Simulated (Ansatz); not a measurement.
# ErC: the cost of one run

Method: DFT PBE, scalar-relativistic, plane waves, PAW, in Ansatz 0.2.0.

4 further runs of the same task are left out: 2 that didn't finish, 2 set aside as unsound or not needed. Runs told in other sessions of the task aren't counted.

**1. The structure to begin with**

The structure is cubic, space group F-43m (No. 216). The conventional cell has a = 5.405 Å, b = 5.405 Å, c = 5.405 Å, α = 90.00°, β = 90.00°, γ = 90.00°. Er (site symmetry -43m) has 4 C at 2.34 Å in its first shell of neighbours. Around C (site symmetry -43m) lie 4 Er at 2.34 Å.

Coordinates:

```
CELL_PARAMETERS angstrom
0.00000 2.70269 2.70269
2.70269 0.00000 2.70269
2.70269 2.70269 0.00000
ATOMIC_POSITIONS crystal
Er 0.00000 0.00000 0.00000
C 0.25000 0.25000 0.25000
```

Starting moments: Er 3.00 μB.

**2. The first run**

input.yaml reads:

```yaml
crystal:
  lattice:
    - [0.0, 2.7026920801, 2.7026920801]
    - [2.7026920801, 0.0, 2.7026920801]
    - [2.7026920801, 2.7026920801, 0.0]
  atoms:
    - { symbol: Er, position: [0.0, 0.0, 0.0], spin: 3.0 }
    - { symbol: C, position: [0.25, 0.25, 0.25] }
basis:
  ecutwfc: 420
  ecutrho_ratio: 4
kpoints:
  mp_grid: { grid: [12, 12, 12] }
hamiltonian:
  xc: pbe
scf:
  occupations: { method: gaussian, width: 0.05 }
output:
  forces: true
  stress: true
  eigenvalues: true
  populations: true
magnetization:
  spin_polarized: true
```

Started as:

```bash
ansatz run input.yaml --threads 2 --pin off --max-ram 2662MiB --backend cpu --events-out ev --progress --plain --runs-dir out
```

Q: Estimate wall time and peak memory on 2 threads of Arm Neoverse V2, shared host.

About 56 s, with a peak of 0.43 GiB.
